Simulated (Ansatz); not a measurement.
# GaH2+ (singlet): from Hartree-Fock to the top rungs, aug-cc-pVDZ

One table from this session's results is given with a row withheld; the runs are named, their logs left out.

Computed with Ansatz 0.2.0, Gaussian basis. Level: aug-cc-pVDZ, core rule «outside noble gas», up to 14 orbitals frozen.

To be run: UHF; CCSD(T) on RHF; BCCD(T) on RHF; CISD; CCSDT(Q) on RHF; CASSCF and MRCISD+Q, 4 electrons in 6 orbitals; CASSCF and NEVPT2, 4 electrons in 6 orbitals; Full CI.

33 further runs of the same task are left out: 6 for a known fault of the program, 11 that didn't finish, 16 set aside as unsound or not needed.

## What is computed

The geometry is a PBE0/def2-TZVP stationary point (not a proven minimum) of the parent state, kept for this charge and spin. No spin-orbit coupling is included. The filled d shell of Ga may be among the frozen orbitals whatever the setting's name suggests; the logs give the count.

3 atoms, charge 1, spin multiplicity 1.

Atoms are counted from 1 here; the program's logs count them from 0.

Bond lengths: Ga1–H2 1.593 Å, Ga1–H3 1.593 Å. Angles: H2–Ga1–H3 120.5°.

The first run:

File in.yaml:

```yaml
crystal:
  periodic: [false, false, false]
  atoms:
    - {symbol: Ga, position_ang: [0.000000, -0.022229, 0.000000]}
    - {symbol: H, position_ang: [0.000000, 0.768845, -1.383112]}
    - {symbol: H, position_ang: [0.000000, 0.768845, 1.383112]}
basis:
  gaussian: {orbitals: aug-cc-pVDZ}
total_charge: 1
magnetization: {spin_polarized: true, initial_magnetization: 0}
hamiltonian: {xc: hf}
output: {orbitals: {seedname: orbitals}}
```

The run is started by

```sh
$ ansatz run in.yaml --threads 1 --pin off --events-out ev --progress --plain --max-ram 2393MiB
```

Among the steps run: UHF; CCSD(T) on RHF; BCCD(T) on RHF; CISD; CCSDT(Q) on RHF; CASSCF and MRCISD+Q, 4 electrons in 6 orbitals; CASSCF and NEVPT2, 4 electrons in 6 orbitals; Full CI.

One table of the session follows, with a row left open; its other results are not shown here.

```
          method  from FCI (kcal/mol)
             RHF               +46.73
            RMP2               +13.04
            CISD                    ?
           RCCSD                +0.78
        RCCSD(T)                +0.23
         BCCD(T)                +0.23
          RCCSDT                +0.02
       RCCSDT(Q)                 0.00
  CASSCF valence               +16.42
  NEVPT2 valence                +4.30
  MRCISD valence                +0.15
MRCISD+Q valence                -0.10
             FCI                    0
```

Estimate the missing values for CISD.

**Answer.** from FCI (kcal/mol): +1.76. In the column «from FCI (kcal/mol)» it lies between RCCSD (+0.78) and NEVPT2 valence (+4.30).

Limits of these values: MRCISD+Q valence falls below full CI: the +Q correction isn't variational, and the cores differ from full CI's.
